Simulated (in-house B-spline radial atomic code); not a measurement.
# As⁴⁺: excited configurations

How much energy does it take to promote electrons of As⁴⁺ to other shells? Each configuration is solved by itself and compared with the reference.

Program: in-house B-spline radial atomic code version 1. Level of theory: non-relativistic CAM-B3LYP, spin-polarised, spherical density, exact exchange averaged over the configuration, point nucleus, basis-set limit. These are calculated values, not measurements, unless marked.

## 1. Starting point

```
element       : arsenic (Z = 33)
charge        : +4
electrons     : 29
configuration : [Ar] 3d10 4s1
Hamiltonian   : non-relativistic
nucleus       : point
```

Outer shells as boxes (Hund's rule):

[Ar] 3d10 4s1
```
[Ar] core
3d [↑↓][↑↓][↑↓][↑↓][↑↓]
4s [↑ ]
```

Where spins are not typed, each open shell is filled with up spins first.

## 2. The reference configuration

Settings, as recorded:

```ini
Z = 33
electrons = 29.0
configuration = [Ar] 3d10 4s1
hamiltonian = nr
method = camb3lyp
spin_polarised = True
exact_exchange = averaged over the configuration
```

Launch:

```
$ python run_scf.py task.json out
```

One command runs all members of the session, one after another, from task.json.

## 3. Configuration [Ne] 3s2 3p5 3d10 4s1 5p1

The settings differ from step 2 so:

```diff
@@ -2,3 +2,3 @@
 electrons = 29.0
-configuration = [Ar] 3d10 4s1
+configuration = [Ne] 3s2 3p5 3d10 4s1 5p1
 hamiltonian = nr
```

## 4. Run with [Ar] 3d10 5d1

The settings differ from step 3 so:

```diff
@@ -2,3 +2,3 @@
 electrons = 29.0
-configuration = [Ne] 3s2 3p5 3d10 4s1 5p1
+configuration = [Ar] 3d10 5d1
 hamiltonian = nr
```

## 5. [Ar] 3d9 4s1 4d1

The settings differ from step 4 so:

```diff
@@ -2,3 +2,3 @@
 electrons = 29.0
-configuration = [Ar] 3d10 5d1
+configuration = [Ar] 3d9 4s1 4d1
 hamiltonian = nr
```

## 6. Configuration [Ar] 3d10 4p1

The settings differ from step 5 so:

```diff
@@ -2,3 +2,3 @@
 electrons = 29.0
-configuration = [Ar] 3d9 4s1 4d1
+configuration = [Ar] 3d10 4p1
 hamiltonian = nr
```

## 7. Configuration [Ar] 3d10 5s1

The settings differ from step 6 so:

```diff
@@ -2,3 +2,3 @@
 electrons = 29.0
-configuration = [Ar] 3d10 4p1
+configuration = [Ar] 3d10 5s1
 hamiltonian = nr
```

## 8. Configuration [Ar] 3d10 5f1

The settings differ from step 7 so:

```diff
@@ -2,3 +2,3 @@
 electrons = 29.0
-configuration = [Ar] 3d10 5s1
+configuration = [Ar] 3d10 5f1
 hamiltonian = nr
```

Q: How far above the reference does each configuration lie (order and size, in eV)?

As calculated:

| net move | configuration | 2|M_S|+1 | energy above the reference (eV) | largest <r> (bohr) |
| --- | --- | --- | --- | --- |
| 4s → 4p | [Ar] 3d10 4p1 | 2 | 11.759 | 1.90 |
| 4s → 5s | [Ar] 3d10 5s1 | 2 | 32.474 | 3.41 |
| 4s → 5d | [Ar] 3d10 5d1 | 2 | 43.267 | 4.67 |
| 4s → 5f | [Ar] 3d10 5f1 | 2 | 48.757 | 5.97 |
| 3d → 4d | [Ar] 3d9 4s1 4d1 | 4 | 68.494 | 2.32 |
| 3p → 5p | [Ne] 3s2 3p5 3d10 4s1 5p1 | 4 | 170.91 | 3.67 |

The lowest of them is 4s → 4p at 11.759 eV and the highest 3p → 5p at 170.91 eV. 1 of them lies more than 60 % above minus the reference's highest level (59.891 eV), in the range where a state can decay by emitting an electron. The reference has 2|M_S|+1 = 2; 2 of the configurations differ from it in spin. These are spherical averages at the typed spins, not spectroscopic levels.
